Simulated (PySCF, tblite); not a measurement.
# C8H9NO: geometry, infrared bands and NMR shifts

Aim: predict the infrared bands and NMR shifts of C8H9NO (`NC(=O)C1C=CC=CC=C1`).

Computed with tblite 0.8.0 and PySCF 2.14.0, with density-fitted response routines of our own, on a single molecule in the gas phase. Atoms count from 0, in the outputs and in this text.

### 1 The molecule as given

19 atoms, charge 0, multiplicity 1; geometry from: force field or distance geometry start.

Bonds of the start (Å): N0–C1 1.45, C1–O2 1.23, C1–C3 1.46, C3–C4 1.48, C4–C5 1.33, C5–C6 1.47, C6–C7 1.34, C7–C8 1.47, C8–C9 1.32, C9–C3 1.47, N0–H10 1.04, N0–H11 1.07, C3–H12 1.15, C4–H13 1.09, C5–H14 1.07, C6–H15 1.09, C7–H16 1.09, C8–H17 1.08, C9–H18 1.10.

### 2 Geometry optimisation with GFN2-xTB

Job settings and geometry (Å):

```
{"job": {"kind": "relax", "xc": "GFN2-xTB", "basis": "xTB"}, "charge": 0, "multiplicity": 1}
N      2.991200    -0.476800     0.697100
C      2.097200     0.473300     0.057900
O      2.607000     1.390800    -0.586500
C      0.659600     0.268900     0.244200
C      0.181700    -1.043200    -0.252700
C     -1.032200    -1.558500    -0.418900
C     -2.272400    -0.842300    -0.070000
C     -2.462100     0.487500    -0.051700
C     -1.474800     1.524600    -0.391500
C     -0.176300     1.373500    -0.235600
H      3.598500    -1.112800     0.138100
H      2.991000    -0.517200     1.761700
H      0.478700     0.217500     1.377400
H      0.964600    -1.727100    -0.579900
H     -1.126100    -2.549900    -0.820700
H     -3.109300    -1.477000     0.220700
H     -3.446500     0.848400     0.229700
H     -1.859100     2.458000    -0.783800
H      0.379600     2.271400    -0.542800
```

The run is started by

```console
OMP_NUM_THREADS=1 python probes_run.py task.json out
```

One launch serves the whole session: the jobs run in the order shown.

**Question.** This job is followed by: GFN2-xTB harmonic vibrations, gas phase; GIAO PBE0/pcSseg-1 NMR shielding, non-relativistic, gas phase. Predict these results of the whole session: strongest single infrared mode (GFN2-xTB); zero-point energy (GFN2-xTB); 13C shifts against TMS (PBE0/pcSseg-1, means over atoms taken as alike); 1H shifts against TMS (PBE0/pcSseg-1, means over atoms taken as alike); 15N shifts against NH3 (PBE0/pcSseg-1); 17O shifts against H2O (PBE0/pcSseg-1); surface potential, 1st and 99th percentile.

As calculated:

| quantity | value |
| --- | --- |
| strongest single infrared mode (GFN2-xTB) | 1772 cm⁻¹, 477 km/mol |
| zero-point energy (GFN2-xTB) | 93.5 kcal/mol |
| 13C shifts against TMS (PBE0/pcSseg-1, means over atoms taken as alike) | 173.8, 137.7, 130.4, 124.4, 47.2 ppm |
| 1H shifts against TMS (PBE0/pcSseg-1, means over atoms taken as alike) | 7.15, 6.63, 5.63, 4.88, 4.74, 1.52 ppm |
| 15N shifts against NH3 (PBE0/pcSseg-1) | 114.1 ppm |
| 17O shifts against H2O (PBE0/pcSseg-1) | 416.3 ppm |
| surface potential, 1st and 99th percentile | -1.89 V and 1.97 V |

**Reading.** The optimisation took 83 steps and gained 1.441 eV; among the close pairs (by a distance rule), N0–C1 changed most, from 1.453 to 1.355 Å. No mode is imaginary among the 51: a minimum at this level. The strongest single mode, at 1772 cm⁻¹, moves mainly C1 and O2. Unscaled tight-binding wavenumbers are off by several per cent, some by more. Its intensities can rank the bands wrongly. At PBE0/pcSseg-1: Shielding is most anisotropic at O2 (span 726 ppm, paramagnetic term -480 ppm). At PBE0/pcSseg-1, counted by nearest atom on the grid, the HOMO lies on C4, C6, C9 about 18 % each; C7 15 %, the LUMO on 4 C atoms about 17 % each.
